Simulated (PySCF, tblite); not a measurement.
**C₇H₆FS radical: geometry, infrared bands and EPR parameters**

Wanted: the infrared bands and EPR parameters of C₇H₆FS radical (`FCc1cccc([S])c1`), by calculation.

Programs: tblite 0.8.0 and PySCF 2.14.0, with density-fitted response routines of our own. Each step states its level of theory. These are calculated values for one molecule in the gas phase, unless marked as measured. Atoms count from 0, in the outputs and in this text.

## 1. The molecule as given

15 atoms, charge 0, multiplicity 2; geometry from: force field or distance geometry start.

Bonds of the start (Å): F0–C1 1.35, C1–C2 1.51, C2–C3 1.41, C3–C4 1.39, C4–C5 1.39, C5–C6 1.39, C6–S7 1.80, C6–C8 1.39, C8–C2 1.40, C1–H9 1.11, C1–H10 1.09, C3–H11 1.08, C4–H12 1.09, C5–H13 1.10, C8–H14 1.08.

## 2. Geometry optimisation with GFN2-xTB

What the job is given:

```
{"job": {"kind": "relax", "xc": "GFN2-xTB", "basis": "xTB"}, "charge": 0, "multiplicity": 2}
F     -3.003300     0.607500     0.167100
C     -2.191300    -0.457800    -0.032900
C     -0.718100    -0.121900     0.000200
C     -0.288500     1.204100     0.187800
C      1.077100     1.485500     0.217400
C      2.009300     0.467400     0.022100
C      1.583200    -0.836700    -0.177600
S      2.788500    -2.154700    -0.409100
C      0.226700    -1.139300    -0.187400
H     -2.415000    -1.184000     0.774100
H     -2.455900    -0.903600    -0.991200
H     -1.011300     1.994200     0.343200
H      1.414300     2.506800     0.374500
H      3.080400     0.695500     0.033100
H     -0.100600    -2.155100    -0.343100
```

On the command line:

```console
$ OMP_NUM_THREADS=1 python probes_run.py task.json out
```

One launch serves the whole session: the jobs run in the order shown.

**Question.** This job is followed by: GFN2-xTB harmonic vibrations, gas phase; UKS B3LYP, pcH-1 on C F H S, non-relativistic, mean-field spin-orbit, GIAO. What will the session give for the following? strongest single infrared mode (GFN2-xTB); zero-point energy (GFN2-xTB); g(iso) (B3LYP); ⟨S²⟩; largest a(iso) (averaged by class); potential on the surface of density 0.002 e/bohr³, 1st and 99th percentile; property runs in this session.

As calculated:

```
                                                                  quantity                                            value
                                 strongest single infrared mode (GFN2-xTB)                             1059 cm⁻¹, 89 km/mol
                                              zero-point energy (GFN2-xTB)                                    67.2 kcal/mol
                                                            g(iso) (B3LYP)                                          2.05969
                                                                      ⟨S²⟩                               0.765 (exact 0.75)
                                        largest a(iso) (averaged by class)                             13C on C6, -23.1 MHz
potential on the surface of density 0.002 e/bohr³, 1st and 99th percentile                               -0.93 V and 1.28 V
                                             property runs in this session  1, of which 0 failed and 1 gave unsound results
```

In words: The optimisation took 18 steps and gained 0.104 eV; among the close pairs (by a distance rule), C6–S7 changed most, from 1.801 to 1.721 Å. All 39 modes are real, so the xTB geometry is a minimum. The strongest single mode, at 1059 cm⁻¹, moves mainly C1 and F0. GFN2-xTB is a fitted tight-binding method: band positions and strengths are rough. Its intensities can rank the bands wrongly. Most of the unpaired spin sits on S7 (0.77 e). The isotropic g lies 57.4 ppt above the free-electron value. These values are not to be trusted: the run shows nearly degenerate orbitals, where second-order g theory doesn't apply. These values are for one conformer; the search (at its own cheap level) found 1 more, at 0.78 kcal/mol, and measured spectra average over such forms.
